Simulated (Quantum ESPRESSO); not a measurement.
**HfB in Quantum ESPRESSO: the effect of target pressure**

The system is HfB.

```
Hf B
1.0
     0.00000    2.31000    2.31000
     2.31000    0.00000    2.31000
     2.31000    2.31000    0.00000
Hf B
1 1
Direct
  0.50000 0.50000 0.50000
  0.00000 0.00000 0.00000
```

Alike in all runs:

| Quantity | Value |
| --- | --- |
| Program | Quantum ESPRESSO 7.5 |
| Task | phonons |
| Functional | LDA |
| Potentials or basis | GBRV 1.5 LDA |
| Cutoff | 612 eV |
| Density cutoff | 4898 eV |
| k mesh | 10 × 10 × 10 |
| Occupations | cold, width 0.2 eV |
| Spin | no spin polarisation |

Each run relaxes the cell or the atoms first.

Q: One run gave: relaxed volume 13.45 Å³/atom; highest phonon frequency 468 cm⁻¹. Which target pressure did it use?
A. 0 GPa
B. 15 GPa
C. 2 GPa
D. 5 GPa
E. 10 GPa

A: A.

| target pressure | relaxed volume (Å³/atom) | highest phonon frequency (cm⁻¹) |
| --- | --- | --- |
| 0 GPa | 13.45 | 468 |
| 2 GPa | 13.31 | 475 |
| 5 GPa | 13.12 | 485 |
| 10 GPa | 12.82 | 500 |
| 15 GPa | 12.56 | 513 |

Caveats: the cell is more than 3 GPa from zero pressure, which shifts response properties (some runs).

Runs at the PBE level aren't shown here.
